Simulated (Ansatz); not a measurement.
**CH₆BNOS: one species, many methods**

How much do the methods differ for CH₆BNOS? The plan is to run it at one geometry with functionals of several rungs and with coupled cluster, and see how far each lands from CCSD(T) at the basis-set limit for the atomisation energy.

Method: functionals in def2-TZVPP, the program's frozen cores in correlated methods; program: Ansatz 0.2.0, Gaussian basis.

The runs, in order: PBE-D4, r2SCAN-D4, PBE0-D4, B3LYP-D4, ωB97X-V, ωB97M-V, B2PLYP; CCSD(T)/def2-TZVPP; MP2/def2-QZVPP; extrapolation to the limit.

## 1. The relaxed structure

All runs share one geometry, relaxed beforehand with PBE0-D4/def2-TZVP.

SMILES `BOC(N)S`, 11 atoms, charge 0, spin multiplicity 1.

Atoms are counted from 1 here; the program's logs count them from 0.

Bond lengths: B1–O2 1.343 Å, B1–H6 1.195 Å, B1–H7 1.203 Å, O2–C3 1.431 Å, C3–N4 1.411 Å, C3–S5 1.817 Å, C3–H8 1.093 Å, N4–H9 1.011 Å, N4–H10 1.012 Å, S5–H11 1.342 Å. Angles: O2–B1–H6 117.1°, O2–B1–H7 120.0°, H6–B1–H7 122.9°, B1–O2–C3 121.2°, O2–C3–N4 113.4°, O2–C3–S5 109.5°, O2–C3–H8 108.1°, N4–C3–S5 106.3°, N4–C3–H8 109.6°, S5–C3–H8 110.0°, C3–N4–H9 112.0°, C3–N4–H10 111.6°, H9–N4–H10 110.0°, C3–S5–H11 95.8°.

Geometry (Å):

```
B    -1.3833    1.1168   -0.3459
O    -0.1026    0.8330   -0.0567
C     0.3514   -0.5204    0.0490
N     0.9504   -0.8146    1.2921
S     1.6194   -0.8341   -1.2135
H    -1.6867    2.2717   -0.3989
H    -2.1694    0.2260   -0.5361
H    -0.5061   -1.1788   -0.1103
H     0.2804   -0.7934    2.0489
H     1.7185   -0.1870    1.4928
H     0.9933   -0.1762   -2.2010
```

## 2. PBE-D4 (GGA)

The input, in.yaml:

```yaml
crystal:
  periodic: [false, false, false]
  atoms:
    - {symbol: B, position_ang: [-1.383326, 1.116832, -0.345877]}
    - {symbol: O, position_ang: [-0.102612, 0.832980, -0.056665]}
    - {symbol: C, position_ang: [0.351371, -0.520396, 0.049035]}
    - {symbol: N, position_ang: [0.950373, -0.814570, 1.292133]}
    - {symbol: S, position_ang: [1.619397, -0.834123, -1.213514]}
    - {symbol: H, position_ang: [-1.686706, 2.271721, -0.398934]}
    - {symbol: H, position_ang: [-2.169450, 0.226046, -0.536063]}
    - {symbol: H, position_ang: [-0.506062, -1.178817, -0.110253]}
    - {symbol: H, position_ang: [0.280430, -0.793361, 2.048902]}
    - {symbol: H, position_ang: [1.718451, -0.187024, 1.492849]}
    - {symbol: H, position_ang: [0.993335, -0.176189, -2.201011]}
basis:
  gaussian: {orbitals: def2-TZVPP}
hamiltonian: {xc: pbe, dispersion: d4}
output: {forces: true, orbitals: {seedname: orbitals}}
```

Run with:

```sh
$ ansatz run in.yaml --threads 4 --pin off --events-out ev --progress --plain --max-ram 10444MiB
```

Further steps of the session: r2SCAN-D4 (meta-GGA); PBE0-D4 (hybrid); B3LYP-D4 (hybrid); ωB97X-V (range-separated); ωB97M-V (range-separated); B2PLYP (double hybrid); CCSD(T) in def2-TZVPP; MP2 in def2-QZVPP.

Before running them: what should the planned runs give, taken together? Wanted: atomisation energy, CCSD(T)/CBS; farthest; mean size of error, hybrid; mean size of error, range-separated; gap, smallest and largest; T1 diagnostic; triples share of the correlation energy.

**Answer**, as computed:

| quantity | value |
| --- | --- |
| atomisation energy, CCSD(T)/CBS | 41.155 eV |
| functionals within 0.206 eV (0.5 %) | r2SCAN-D4, PBE0-D4, B3LYP-D4 |
| farthest | PBE-D4 (+1.173 eV) |
| mean size of error, hybrid | 0.192 eV |
| mean size of error, range-separated | 0.323 eV |
| gap, smallest and largest | 4.29 eV (PBE-D4), 11.05 eV (ωB97X-V) |
| T1 diagnostic | 0.0135 |
| triples share of the correlation energy | 4.0 % |

In words: PBE-D4 misses by +1.173 eV, or 0.117 eV for each of 10 bonds. Double hybrids carry the basis error of their MP2 part in triple zeta, and no dispersion term here, so their miss is partly the set-up's. Misses under about 0.206 eV are within the doubt on the reference itself, which lacks core-valence correlation, relativity and higher excitations. Hartree-Fock recovers 70 % of the binding; the rest is correlation. Orbital gaps span 4.3 to 11.0 eV; exact exchange widens them.
